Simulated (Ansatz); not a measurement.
# LiBi2I2O2 (P-4m2) in Ansatz: band structure with PBE

Aim: the band structure of LiBi2I2O2 with PBE.

All numbers are computed with Ansatz 0.2.0; they aren't measurements. Logs are shortened: lines on timing, memory, paths and dates and some standing lists are left out, and cuts for length are marked.

### Step 1. Starting point

Symmetry: P-4m2, No. 115, tetragonal system. The conventional cell has a = 4.233 Å, b = 4.233 Å, c = 10.000 Å, α = 90.00°, β = 90.00°, γ = 90.00°. Bi (site symmetry 2mm) is surrounded by 4 O at 2.38 Å. Around I (site symmetry 2mm) lie 2 Li at 2.76 Å. O (site symmetry -4m2) is surrounded by 4 Bi at 2.38 Å. Around O (site symmetry -4m2) lie 4 Bi at 2.38 Å. Around Li (site symmetry -4m2) lie 4 I at 2.76 Å.

The cell comes from a database or a generator and needn't be the stable form of this composition.

### Step 2. Band structure, PBE

The input, input.yaml:

```yaml
crystal:
  lattice:
    - [4.232823, 0.0, 0.0]
    - [0.0, 4.232823, 0.0]
    - [0.0, 0.0, 9.999939]
  atoms:
    - { symbol: Bi, position: [0.0, 0.5, 0.108177] }
    - { symbol: Bi, position: [0.5, 0.0, 0.891823] }
    - { symbol: I, position: [0.5, 0.0, 0.322499] }
    - { symbol: I, position: [0.0, 0.5, 0.677501] }
    - { symbol: O, position: [0.0, 0.0, 0.0] }
    - { symbol: O, position: [0.5, 0.5, 0.0] }
    - { symbol: Li, position: [0.0, 0.0, 0.5] }
hamiltonian:
  xc: pbe
  pseudopotentials: { kind: paw }
kpoints:
  mp_grid: { grid: [6, 6, 3] }
  band_path:
    path:
      - [[0.0, 0.0, 0.0], [0.0, 0.5, 0.0], [0.5, 0.5, 0.0], [0.0, 0.0, 0.0], [0.0, 0.0, 0.5], [0.0, 0.5, 0.5], [0.5, 0.5, 0.5], [0.0, 0.0, 0.5]]
      - [[0.0, 0.5, 0.0], [0.0, 0.5, 0.5]]
      - [[0.5, 0.5, 0.0], [0.5, 0.5, 0.5]]
    npoints: 10
scf:
  occupations: { method: gaussian, width: 0.05 }
  n_extra_bands: 17
output:
  forces: true
  stress: true
  eigenvalues: true
  fatbands: false
```

Potentials or basis: Ansatz PAW.

On the command line:

```sh
$ ansatz run input.yaml --threads 4 --pin off --max-ram 11264MiB --backend cpu --events-out ev --progress --plain --runs-dir out
```

Log:

```text
Warning: RAYON_NUM_THREADS=4 ignored (pool sized by the plan → 4); use --threads N
scf.n_extra_bands = 17 over 40 filled bands (N_el = 79.0): the run solves 57 bands
Engine: ansatz 0.2.0, x86_64-unknown-linux-gnu
Pseudopotentials: kind: paw
Pseudopotential: Bi, paw, valence charge 15, recommended cutoff 420 eV (normal), Bi.paw.azcp
Pseudopotential: I, paw, valence charge 17, recommended cutoff 420 eV (normal), I.paw.azcp
Pseudopotential: O, paw, valence charge 6, recommended cutoff 420 eV (normal), O.paw.azcp
Pseudopotential: Li, paw, valence charge 3, recommended cutoff 420 eV (normal), Li.paw.azcp
Functional definition: PBE
  parameter kappa = 0.804
  parameter beta = 0.06672455060314922
  exchange = pbe_x(kappa = kappa, mu = beta*pi^2/3)
  correlation = pbe_c(beta = beta)
Crystal: 7 atoms, lattice volume = 179.167 Å³
Basis set: ecut = 420 eV, 3449 PW (Γ), exchange–correlation on 60×60×144 points (8 copies of the dense FFT grid, shifted against one another)
Bands: 57, of which v1, the nominal top of the filled ones, is band 40 counted from 1 (39 counted from 0)
Symmetry: 8 space group operations
Space group: P-4m2 (ITA 115), of the structure as read, at distance tolerance 5.6e-5 Å
k-points: 20 of 108 (time reversal used)
Non-local potential: Bi, projectors of the file, l = 0: 2, l = 1: 2, l = 2: 2, l = 3: 2
Non-local potential: I, projectors of the file, l = 0: 2, l = 1: 2, l = 2: 2, l = 3: 2
Non-local potential: O, projectors of the file, l = 0: 2, l = 1: 2, l = 2: 1
Non-local potential: Li, projectors of the file, l = 0: 3, l = 1: 2, l = 2: 1
PAW form: soft (Blöchl's): semilocal exchange-correlation on the pseudo side does not see the compensation charge
PAW one-centre angular grid: Bi, 590 points (default); XC on 64 Gauss nodes
PAW one-centre angular grid: I, 590 points (default); XC on 64 Gauss nodes
PAW one-centre angular grid: O, 110 points (default); XC on 64 Gauss nodes
PAW one-centre angular grid: Li, 110 points (default); XC on 64 Gauss nodes
Initial density: superposition of atomic densities (neutral atoms: chi_scale 0, normalization atom), corrected by the library's trained network
Initial wavefunctions: pseudopotential atomic-orbital guess
Functional: x = pbe(κ = 0.804, μ = 0.2195149727645171), c = pbe(β = 0.06672455060314922)
SCF iter   1: F=—  HF=-41159.943072 eV  |F-HF|=—  |Δ(HF+E_count)|=         —  Δρ=4.16e-3  dr2=4.76e-2  ethr=1.77e-3  ⟨swp⟩=8.1  Hψ=5682  notcnv=0  defer=84
preconditioner: auto → LDOS  [metal: Δε(μ)=0.034 eV  Ē_g=11.249 eV  σ=0.050 eV  W_gap=0.36  n_scr=38 (ndim 8)  ℏωp=15.9 eV  f_vac=0.062  D(μ)=4.07/eV (n_scr^D=26)  β→1.0]
SCF iter   2: F=—  HF=-41159.932944 eV  |F-HF|=—  |Δ(HF+E_count)|=   1.01e-2  Δρ=1.81e-3  dr2=1.36e-2  ethr=6.03e-5  ⟨swp⟩=2.0  Hψ=1983  notcnv=0  defer=211
SCF iter   3: F=—  HF=-41159.931802 eV  |F-HF|=—  |Δ(HF+E_count)|=   1.14e-3  Δρ=9.01e-4  dr2=3.41e-3  ethr=1.73e-5  ⟨swp⟩=2.0  Hψ=1605  notcnv=0  defer=211
SCF iter   4: F=—  HF=-41159.931207 eV  |F-HF|=—  |Δ(HF+E_count)|=   5.95e-4  Δρ=6.26e-4  dr2=1.30e-3  ethr=4.32e-6  ⟨swp⟩=2.0  Hψ=1477  notcnv=0  defer=211
SCF iter   5: F=—  HF=-41159.930879 eV  |F-HF|=—  |Δ(HF+E_count)|=   3.28e-4  Δρ=1.43e-4  dr2=6.85e-5  ethr=1.64e-6  ⟨swp⟩=2.0  Hψ=1455  notcnv=0  defer=211
SCF iter   6: F=—  HF=-41159.930725 eV  |F-HF|=—  |Δ(HF+E_count)|=   1.54e-4  Δρ=3.18e-5  dr2=4.25e-6  ethr=8.67e-8  ⟨swp⟩=2.0  Hψ=1101  notcnv=0  defer=211
SCF iter   7: F=—  HF=-41159.930726 eV  |F-HF|=—  |Δ(HF+E_count)|=   7.59e-7  Δρ=1.12e-5  dr2=2.19e-7  ethr=5.37e-9  ⟨swp⟩=2.0  Hψ=1489  notcnv=0  defer=211
SCF iter   8: F=-41159.930726 eV  HF=-41159.930726 eV  |F-HF|=3.32e-9  |Δ(HF+E_count)|=   1.90e-8  Δρ=2.95e-6  dr2=2.46e-8  ethr=1.27e-10  ⟨swp⟩=15.6  Hψ=6842  notcnv=0
SCF 1 converged in 8 iterations: F = -41159.930726 eV  dr2 = 2.46e-8
NSCF: frozen V_eff on 93 k-points
SCF converged after 8 iterations
Free energy (F): -41159.930726 eV
Harris-Foulkes:  -41159.930726 eV  (|F-HF|=3.32e-9)
Internal energy: -41159.925324 eV  (E = F + TS)
E sigma→0 (E₀):  -41159.928025 eV
Entropy (-TS):   -0.005401 eV (-0.772 meV/atom)
Fermi energy:    8.665177 eV
--- Per-component energies (eV) ---
  E_band       = -1105.645684
  E_kinetic    = 1348.008707
  E_local      = -9030.203319  (includes V_loc(G=0)·N_el)
  E_nonlocal   = 1007.816666
  E_hartree    = 3903.526426
  E_xc         = -717.314458
  E_vxc        = -747.772142  (∫ρ·V_xc dr)
  E_paw        = -31295.618582  (= ΣΔE_a)
  E_vpaw       = -1490.546598  (= ΣTr[D̂ρ^β])
  E_aug_tail   = 0.003850  (compensation charges beyond the density's cutoff)
  E_ewald      = -6376.144614
  E_smearing   = -0.005401  (= −TS)
  E_closure    = -0.000000  (closes the sum)
  Σ components = -41159.930726   (vs F -41159.930726, Δ=0.00e0)
--- Forces (eV/Å), atoms counted from 1 ---
  atom   1  Bi    -0.00000000     0.00000000     0.05373310
  atom   2  Bi     0.00000000     0.00000000    -0.05373310
  atom   3  I      0.00000000     0.00000000    -0.00283775
  atom   4  I      0.00000000     0.00000000     0.00283775
  atom   5  O      0.00000000     0.00000000     0.00000000
  atom   6  O     -0.00000000     0.00000000     0.00000000
  atom   7  Li     0.00000000     0.00000000     0.00000000
  max |Σ_I F_I| component: 8.67e-19 eV/Å
--- Stress (GPa, compression-positive) ---
        0.224389       0.000000      -0.000000
        0.000000       0.224389       0.000000
       -0.000000       0.000000       0.209738
  P = ⅓ Tr σ = 0.2195 GPa (2.195 kbar)
--- Band table (eV; the first three rows and the last of 20) ---
  k-point 0: bands = ["-38.7845", "-37.2741", "-37.2741", "-37.2704", "-37.2704", "-37.2476", "-37.2476", "-37.2449", "-37.2449", "-37.2395", "-37.2392", "-16.0020", "-15.8068", "-15.8008", "-15.8008", "-15.7928", "-15.7731", "-15.7603", "-15.7551", "-15.7393", "-15.7393", "-11.9160", "-10.1101", "-5.2361", "-5.2021", "-2.9711", "-1.4705", "1.5017", "1.5017", "3.9173", "3.9173", "4.3398", "4.4043", "4.7194", "5.3116", "5.4501", "5.4501", "5.8499", "5.8499", "7.6705", "8.4436", "10.3888", "10.3888", "11.6065", "11.7265", "11.7265", "12.1635", "12.4661", "12.9724", "14.5425", "14.5425", "14.8054", "16.3728", "16.6438", "17.3237", "17.5767", "18.2287"]
  k-point 1: bands = ["-38.7845", "-37.2741", "-37.2741", "-37.2704", "-37.2704", "-37.2476", "-37.2476", "-37.2450", "-37.2450", "-37.2395", "-37.2392", "-16.0020", "-15.8067", "-15.8008", "-15.8008", "-15.7928", "-15.7730", "-15.7603", "-15.7551", "-15.7393", "-15.7393", "-11.9160", "-10.1101", "-5.3084", "-5.1216", "-2.9899", "-1.4566", "1.5022", "1.5022", "3.9162", "3.9162", "4.1593", "4.3396", "5.0497", "5.3294", "5.4003", "5.4003", "5.9170", "5.9170", "7.6939", "8.1241", "10.2695", "10.2695", "11.7601", "11.8682", "11.8682", "12.4492", "12.8759", "12.9549", "13.9504", "14.5279", "14.5279", "15.8408", "17.0104", "17.4107", "17.5962", "17.8499"]
  k-point 2: bands = ["-38.7845", "-37.2741", "-37.2740", "-37.2704", "-37.2703", "-37.2476", "-37.2476", "-37.2450", "-37.2449", "-37.2394", "-37.2392", "-15.9879", "-15.8100", "-15.8046", "-15.7988", "-15.7954", "-15.7711", "-15.7656", "-15.7568", "-15.7384", "-15.7371", "-11.7853", "-10.2069", "-5.1699", "-5.1287", "-3.0982", "-1.7701", "1.5882", "1.6480", "3.7043", "3.7381", "4.1537", "4.4860", "4.7529", "4.9984", "5.3835", "5.5166", "5.6054", "5.9251", "8.3391", "8.7618", "9.9196", "10.4193", "10.9717", "11.6624", "12.2077", "12.9577", "13.1486", "13.3455", "14.2204", "14.2557", "15.0641", "16.1647", "16.5331", "16.7457", "17.1159", "17.2484"]
  k-point 19: bands = ["-38.7847", "-37.2741", "-37.2735", "-37.2699", "-37.2699", "-37.2478", "-37.2478", "-37.2451", "-37.2450", "-37.2388", "-37.2388", "-15.9125", "-15.9043", "-15.7999", "-15.7999", "-15.7790", "-15.7790", "-15.7393", "-15.7393", "-15.7331", "-15.7249", "-10.7662", "-10.7602", "-4.7224", "-4.7224", "-3.8461", "-3.8461", "2.4684", "2.5226", "3.4227", "3.4227", "3.8659", "4.2993", "4.3384", "4.7100", "4.7100", "4.7721", "5.0563", "5.0563", "8.5091", "8.7141", "10.1094", "10.1094", "10.7810", "10.9433", "12.5699", "12.5699", "14.1572", "14.2428", "14.5190", "14.5190", "15.6759", "16.6870", "17.6066", "18.9032", "18.9036", "18.9036"]
```

bands.tsv:

```text
[... 115 lines left out ...]
```

Wall time 29 s (4 threads of Intel Xeon at 2.50GHz (Skylake/Cascade Lake), shared host); peak memory 0.87 GiB.

What came out:

* Free energy: -41159.9307 eV
* Pressure: 0.2 GPa
* Largest force: 0.054 eV/Å
* Band gap on the k mesh: none (metal or under the smearing width)

Forces in eV/Å, atoms in the order of the input:
```
Bi   0.000  0.000  0.054
Bi   0.000  0.000 -0.054
I    0.000  0.000 -0.003
I    0.000  0.000  0.003
O    0.000  0.000  0.000
O    0.000  0.000  0.000
Li   0.000  0.000  0.000
```

Levels at the corners of the path, in eV from the Fermi level:
| point | band 36 | band 37 | band 38 | band 39 | band 40 | band 41 | band 42 | band 43 | band 44 | band 45 |
| --- | --- | --- | --- | --- | --- | --- | --- | --- | --- | --- |
| Γ | -3.22 | -3.22 | -2.82 | -2.82 | -0.99 | -0.22 | 1.72 | 1.72 | 2.94 | 3.06 |
| X | -3.36 | -3.18 | -2.92 | -2.50 | 1.11 | 1.12 | 1.40 | 1.57 | 2.14 | 2.19 |
| M | -3.96 | -3.68 | -3.55 | -3.55 | -0.28 | -0.15 | 1.47 | 1.47 | 2.36 | 2.61 |
| Γ | -3.22 | -3.22 | -2.82 | -2.82 | -0.99 | -0.22 | 1.72 | 1.72 | 2.94 | 3.06 |
| Z | -3.28 | -3.28 | -2.73 | -2.73 | -0.94 | -0.67 | 1.57 | 1.57 | 3.16 | 3.25 |
| R | -3.42 | -3.19 | -2.93 | -2.50 | 1.18 | 1.22 | 1.29 | 1.38 | 2.16 | 2.20 |
| A | -3.96 | -3.96 | -3.63 | -3.63 | -0.11 | 0.12 | 1.44 | 1.44 | 2.04 | 2.17 |
| Z | -3.28 | -3.28 | -2.73 | -2.73 | -0.94 | -0.67 | 1.57 | 1.57 | 3.16 | 3.25 |
| X | -3.36 | -3.18 | -2.92 | -2.50 | 1.11 | 1.12 | 1.40 | 1.57 | 2.14 | 2.19 |
| R | -3.42 | -3.19 | -2.93 | -2.50 | 1.18 | 1.22 | 1.29 | 1.38 | 2.16 | 2.20 |
| M | -3.96 | -3.68 | -3.55 | -3.55 | -0.28 | -0.15 | 1.47 | 1.47 | 2.36 | 2.61 |
| A | -3.96 | -3.96 | -3.63 | -3.63 | -0.11 | 0.12 | 1.44 | 1.44 | 2.04 | 2.17 |

Caveat: spin-orbit coupling is left out, which moves the levels of the heavy elements; an odd number of electrons without spin polarisation forces a metal; a magnetic or distorted state may lie lower.
